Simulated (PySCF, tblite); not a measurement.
**C4H11SSi2 radical: geometry, infrared bands and EPR parameters**

What infrared bands and EPR parameters should C4H11SSi2 radical (`[SiH2][C@H]1CCSC[SiH2]1`) show?

Computed with tblite 0.8.0 and PySCF 2.14.0, with density-fitted response routines of our own, on a single molecule in the gas phase. Atoms are numbered from 0 throughout.

### Step 1. The molecule as given

18 atoms, charge 0, multiplicity 2; geometry from: force field or distance geometry start.

Bonds of the start (Å): Si0–C1 1.86, C1–C2 1.50, C2–C3 1.51, C3–S4 1.79, S4–C5 1.80, C5–Si6 1.84, Si6–C1 1.84, Si0–H7 1.48, Si0–H8 1.47, C1–H9 1.13, C2–H10 1.10, C2–H11 1.11, C3–H12 1.09, C3–H13 1.11, C5–H14 1.12, C5–H15 1.13, Si6–H16 1.48, Si6–H17 1.49.

### Step 2. Relaxing the molecule with GFN2-xTB

The job: settings as JSON, then the geometry in Å.

```
{"job": {"kind": "relax", "xc": "GFN2-xTB", "basis": "xTB"}, "charge": 0, "multiplicity": 2}
Si    -0.210000    -2.543900    -0.601500
C      0.133700    -0.909500     0.210200
C      1.369700    -0.279700    -0.368900
C      1.729200     1.029800     0.280100
S      0.642300     2.387700    -0.145900
C     -1.093500     1.934500     0.004000
Si    -1.387200     0.120800     0.140800
H     -0.599800    -3.493000     0.463400
H     -1.354300    -2.476300    -1.528600
H      0.363500    -1.133100     1.289300
H      1.310900    -0.117500    -1.459700
H      2.198900    -0.996400    -0.198600
H      2.756300     1.285400     0.017800
H      1.695400     0.889300     1.380600
H     -1.654600     2.359000    -0.863800
H     -1.513300     2.447700     0.916600
H     -2.258400    -0.363400    -0.946600
H     -2.137600    -0.135200     1.399100
```

Launch:

```
$ OMP_NUM_THREADS=1 python probes_run.py task.json out
```

This one command runs all jobs of the session in turn.

**Question.** This job is followed by: GFN2-xTB harmonic vibrations, gas phase; UKS B3LYP, pcH-1 on C H S Si, non-relativistic, mean-field spin-orbit, GIAO. What will the session give for the following? strongest single infrared mode (GFN2-xTB); zero-point energy (GFN2-xTB); g(iso) (B3LYP); ⟨S²⟩; largest a(iso) (averaged by class); potential on the surface of density 0.002 e/bohr³, 1st and 99th percentile.

As calculated:

| quantity | value |
| --- | --- |
| strongest single infrared mode (GFN2-xTB) | 2298 cm⁻¹, 680 km/mol |
| zero-point energy (GFN2-xTB) | 83.2 kcal/mol |
| g(iso) (B3LYP) | 2.00338 |
| ⟨S²⟩ | 0.752 (exact 0.75) |
| largest a(iso) (averaged by class) | 29Si on Si0, -426.9 MHz |
| potential on the surface of density 0.002 e/bohr³, 1st and 99th percentile | -1.00 V and 0.97 V |

What this shows: Over 101 steps the energy fell by 0.659 eV; of the close pairs, C1–Si6 changed most, 1.838 to 1.908 Å. No mode is imaginary among the 48: a minimum at this level. The strongest single mode, at 2298 cm⁻¹, moves mainly H7 and H8. GFN2-xTB is a fitted tight-binding method: band positions and strengths are rough. Its intensities can rank the bands wrongly. Si0 carries the largest spin population, 0.97 e. The isotropic g lies 1.1 ppt above the free-electron value. These values are for one conformer; the search (at its own cheap level) found 1 more, at 0.46 kcal/mol, and measured spectra average over such forms.
